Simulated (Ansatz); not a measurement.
# CH₇Al₂NSi: one species, many methods

Aim: compute CH₇Al₂NSi with functionals from several rungs and with coupled cluster. The yardstick is the atomisation energy at the CCSD(T) limit.

Method: functionals in def2-TZVPP, the program's frozen cores in correlated methods; program: Ansatz 0.2.0, Gaussian basis.

The runs, in order: PBE-D4, r2SCAN-D4, PBE0-D4, B3LYP-D4, ωB97X-V, ωB97M-V, B2PLYP; CCSD(T)/def2-TZVPP; MP2/def2-QZVPP; extrapolation to the limit.

**1. The relaxed structure**

All runs share one geometry, relaxed beforehand with PBE0-D4 in a triple-zeta def2 set.

12 atoms, charge 0, spin multiplicity 1.

Atoms are counted from 1 here; the program's logs count them from 0.

Bond lengths: N1–Al2 1.762 Å, N1–H6 1.006 Å, N1–H7 1.006 Å, Al2–Si3 2.325 Å, Al2–Al5 2.552 Å, Al2–H8 1.782 Å, Si3–C4 1.896 Å, Si3–H9 1.492 Å, C4–Al5 1.955 Å, C4–H10 1.092 Å, C4–H11 1.086 Å, Al5–H8 1.760 Å, Al5–H12 1.575 Å. Angles: Al2–N1–H6 124.8°, Al2–N1–H7 124.8°, H6–N1–H7 110.5°, N1–Al2–Si3 149.4°, N1–Al2–Al5 146.8°, N1–Al2–H8 111.8°, Si3–Al2–Al5 63.6°, Si3–Al2–H8 95.5°, Al5–Al2–H8 43.6°, Al2–Si3–C4 103.9°, Al2–Si3–H9 121.1°, C4–Si3–H9 113.8°, Si3–C4–Al5 84.0°, Si3–C4–H10 112.8°, Si3–C4–H11 114.4° and more.

**2. PBE-D4 (GGA)**

in.yaml

```yaml
crystal:
  periodic: [false, false, false]
  atoms:
    - {symbol: N, position_ang: [-2.322544, 1.556049, 0.898507]}
    - {symbol: Al, position_ang: [-0.931234, 0.558494, 0.482772]}
    - {symbol: Si, position_ang: [0.309336, -1.380673, 0.806250]}
    - {symbol: C, position_ang: [1.270497, -1.581367, -0.815981]}
    - {symbol: Al, position_ang: [1.247519, 0.372954, -0.833113]}
    - {symbol: H, position_ang: [-2.951520, 1.373714, 1.662707]}
    - {symbol: H, position_ang: [-2.588151, 2.399459, 0.417759]}
    - {symbol: H, position_ang: [-0.416312, 0.810912, -1.204825]}
    - {symbol: H, position_ang: [1.143752, -1.567641, 2.028298]}
    - {symbol: H, position_ang: [2.286289, -1.951821, -0.662851]}
    - {symbol: H, position_ang: [0.756315, -2.165266, -1.573235]}
    - {symbol: H, position_ang: [2.272856, 1.520085, -1.172189]}
basis:
  gaussian: {orbitals: def2-TZVPP}
hamiltonian: {xc: pbe, dispersion: d4}
output: {forces: true, orbitals: {seedname: orbitals}}
```

Command:

```
ansatz run in.yaml --threads 4 --pin off --events-out ev --progress --plain --max-ram 10444MiB
```

The runs that follow: r2SCAN-D4 (meta-GGA); PBE0-D4 (hybrid); B3LYP-D4 (hybrid); ωB97X-V (range-separated); ωB97M-V (range-separated); B2PLYP (double hybrid); CCSD(T) in def2-TZVPP; MP2 in def2-QZVPP.

**Question.** What will the summary of the whole plan be? Wanted: atomisation energy, CCSD(T)/CBS; farthest; mean size of error, hybrid; mean size of error, range-separated; gap, smallest and largest; T1 diagnostic; triples share of the correlation energy.

As calculated:

| quantity | value |
| --- | --- |
| atomisation energy, CCSD(T)/CBS | 3776.0 kJ/mol |
| functionals within 18.9 kJ/mol (0.5 %) | PBE0-D4, ωB97X-V, ωB97M-V |
| farthest | B2PLYP (-72.4 kJ/mol) |
| mean size of error, hybrid | 19.2 kJ/mol |
| mean size of error, range-separated | 6.6 kJ/mol |
| gap, smallest and largest | 2.64 eV (PBE-D4), 7.87 eV (ωB97X-V) |
| T1 diagnostic | 0.0146 |
| triples share of the correlation energy | 4.4 % |

PBE-D4 misses by +35.9 kJ/mol. Double hybrids carry the basis error of their MP2 part in triple zeta, and no dispersion term here, so their miss is partly the set-up's. The reference freezes the cores and leaves out relativity and excitations past (T), so misses under about 18.9 kJ/mol can't be ranked. Hartree-Fock recovers 71 % of the binding; the rest is correlation. The gap grows from 2.6 to 7.9 eV across the functionals, mostly with the share of exact exchange. The restricted reference is unstable towards a spin-broken one.
